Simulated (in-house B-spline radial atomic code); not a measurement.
# V⁷⁺: excited configurations

Wanted: excitation energies of V⁷⁺ as differences of total energies (ΔSCF).

Method: Dirac-Hartree-Fock, average of configuration, Fermi nucleus, basis-set limit. Code: in-house B-spline radial atomic code version 1.

### Step 1. Starting point

* element: vanadium (Z = 23)
* charge: +7
* electrons: 16
* configuration: [Ne] 3s2 3p4
* Hamiltonian: Dirac-Coulomb
* nucleus: Fermi, rms radius 3.600 fm

Outer shells as boxes (Hund's rule):

[Ne] 3s2 3p4
```
[Ne] core
3s [↑↓]
3p [↑↓][↑ ][↑ ]
```

The boxes draw the filling by Hund's rule, which heavy ions in jj coupling don't follow; these runs average over all states of the configuration.

The run's settings:

```ini
Z = 23
electrons = 16.0
configuration = [Ne] 3s2 3p4
hamiltonian = dirac
method = hf
spin_polarised = False
nucleus = fermi
rms_radius = 3.6002
mass_number = 51
atomic_mass = 50.943957664
speed_of_light = 137.035999084
```

From the earlier run of the reference: total energy -932.264906 hartree. Levels, eight at most:

```tsv
orbital	occupation	energy (eV)	<r> (bohr)
1s1/2	2	-5666.39	0.06638
2s1/2	2	-799.39	0.3047
2p1/2	2	-692.66	0.2705
2p3/2	4	-685.39	0.2731
3s1/2	2	-207.13	0.8730
3p1/2	1.33333	-176.54	0.8933
3p3/2	2.66667	-175.44	0.8984
```

### Step 2. [He] 2s2 2p5 3s2 3p4 5s1

The run's settings:

```ini
Z = 23
electrons = 16.0
configuration = [He] 2s2 2p5 3s2 3p4 5s1
hamiltonian = dirac
method = hf
spin_polarised = False
nucleus = fermi
rms_radius = 3.6002
mass_number = 51
atomic_mass = 50.943957664
speed_of_light = 137.035999084
```

### Step 3. [He] 2s2 2p5 3s2 3p4 6p1

Settings: those of step 2 with these lines changed.

```diff
@@ -2,3 +2,3 @@
 electrons = 16.0
-configuration = [He] 2s2 2p5 3s2 3p4 5s1
+configuration = [He] 2s2 2p5 3s2 3p4 6p1
 hamiltonian = dirac
```

### Step 4. Configuration [Ne] 3s2 3p3 6g1

Settings: those of step 3 with these lines changed.

```diff
@@ -2,3 +2,3 @@
 electrons = 16.0
-configuration = [He] 2s2 2p5 3s2 3p4 6p1
+configuration = [Ne] 3s2 3p3 6g1
 hamiltonian = dirac
```

### Step 5. Configuration [Ne] 3s2 3p3 3d1

Settings: those of step 4 with these lines changed.

```diff
@@ -2,3 +2,3 @@
 electrons = 16.0
-configuration = [Ne] 3s2 3p3 6g1
+configuration = [Ne] 3s2 3p3 3d1
 hamiltonian = dirac
```

### Step 6. Run with [He] 2s2 2p5 3s2 3p5

Settings: those of step 5 with these lines changed.

```diff
@@ -2,3 +2,3 @@
 electrons = 16.0
-configuration = [Ne] 3s2 3p3 3d1
+configuration = [He] 2s2 2p5 3s2 3p5
 hamiltonian = dirac
```

### Step 7. Configuration [Ne] 3s1 3p4 3d1

Settings: those of step 6 with these lines changed.

```diff
@@ -2,3 +2,3 @@
 electrons = 16.0
-configuration = [He] 2s2 2p5 3s2 3p5
+configuration = [Ne] 3s1 3p4 3d1
 hamiltonian = dirac
```

### Step 8. Run with [Ne] 3s2 3p3 4s1

Settings: those of step 7 with these lines changed.

```diff
@@ -2,3 +2,3 @@
 electrons = 16.0
-configuration = [Ne] 3s1 3p4 3d1
+configuration = [Ne] 3s2 3p3 4s1
 hamiltonian = dirac
```

### Step 9. Run with [Ne] 3s1 3p4 6d1

Settings: those of step 8 with these lines changed.

```diff
@@ -2,3 +2,3 @@
 electrons = 16.0
-configuration = [Ne] 3s2 3p3 4s1
+configuration = [Ne] 3s1 3p4 6d1
 hamiltonian = dirac
```

Q: How far above the reference does each configuration lie (order and size, in eV)?

**Answer**, as computed:

| net move | configuration | energy above the reference (eV) | with Breit, QED, recoil (eV) | largest <r> (bohr) |
| --- | --- | --- | --- | --- |
| 3p → 3d | [Ne] 3s2 3p3 3d1 | 43.441 | 43.386 | 0.902 |
| 3s → 3d | [Ne] 3s1 3p4 3d1 | 74.138 | 74.048 | 0.900 |
| 3p → 4s | [Ne] 3s2 3p3 4s1 | 86.459 | 86.435 | 1.88 |
| 3p → 6g | [Ne] 3s2 3p3 6g1 | 150.82 | 150.78 | 5.48 |
| 3s → 6d | [Ne] 3s1 3p4 6d1 | 179.35 | 179.27 | 5.68 |
| 2p → 3p | [He] 2s2 2p5 3s2 3p5 | 495.60 | 495.25 | 0.876 |
| 2p → 5s | [He] 2s2 2p5 3s2 3p4 5s1 | 628.45 | 628.06 | 3.22 |
| 2p → 6p | [He] 2s2 2p5 3s2 3p4 6p1 | 648.81 | 648.42 | 5.22 |

Quantum defects of the promoted electron, δ = n − ζ/√(−2ε) with ζ = 8 and ε its orbital energy in hartree:

| promotion | δ |
| --- | --- |
| 3p → 4s | 0.866 |
| 3p → 6g | 0.006 |
| 3s → 6d | 0.324 |
| 2p → 5s | 0.873 |
| 2p → 6p | 0.680 |

What this shows: The energies run from 43.441 eV (3p → 3d) to 648.81 eV (2p → 6p). Koopmans' estimate of the ionisation threshold is 175.44 eV; 4 configurations exceed it by over 2 % and could autoionise. Of those tabulated, the defect is largest for 5s (0.87) and least for 6g (0.01): low angular momentum penetrates the core, high angular momentum stays outside it. Two partly filled shells share a symmetry and can mix in the average, which may lower the energy, for: 2p → 3p; 2p → 5s; 2p → 6p. These are averages over configurations, without correlation, not spectroscopic levels.
